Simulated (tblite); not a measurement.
# C4H7NSeSi: the cost of one run

The runs use tblite 0.8.0 and PySCF 2.14.0, with density-fitted response routines of our own; the level of theory stands in each step. All values are computed, except where a source is named. Atoms count from 0, in the outputs and in this text.

**1. The molecule as given**

14 atoms, charge 0, multiplicity 1; geometry from: force field or distance geometry start.

Bonds of the start (Å): N0–C1 1.16, C1–C2 1.44, C2–C3 1.48, C3–C4 1.51, C4–Se5 1.90, Se5–Si6 2.24, C4–C2 1.47, C2–H7 1.13, C3–H8 1.11, C3–H9 1.12, C4–H10 1.13, Si6–H11 1.48, Si6–H12 1.49, Si6–H13 1.48.

**2. Geometry optimisation with GFN2-xTB**

What the job is given:

```
{"job": {"kind": "relax", "xc": "GFN2-xTB", "basis": "xTB"}, "charge": 0, "multiplicity": 1}
N     -0.282800     2.459100     0.987100
C     -0.824500     1.524900     0.576300
C     -1.492900     0.340100     0.100000
C     -1.766800    -0.810600     0.990300
C     -0.764600    -0.918300    -0.136400
Se     0.984900    -1.310500     0.478400
Si     2.580300     0.221400     0.098900
H     -2.367600     0.541400    -0.590900
H     -2.692000    -1.406600     0.841000
H     -1.353600    -0.743600     2.028400
H     -1.115700    -1.531100    -1.014800
H      2.336200     1.523800     0.752700
H      3.824800    -0.281200     0.753200
H      2.933700     0.390600    -1.326300
```

Started as:

```
$ OMP_NUM_THREADS=1 python probes_run.py task.json out
```

The driver reads the jobs from task.json and runs them one after another.

Q: Estimate the wall time of this first job on 1 thread of Arm Neoverse N1, shared host.

About 1.5 s.
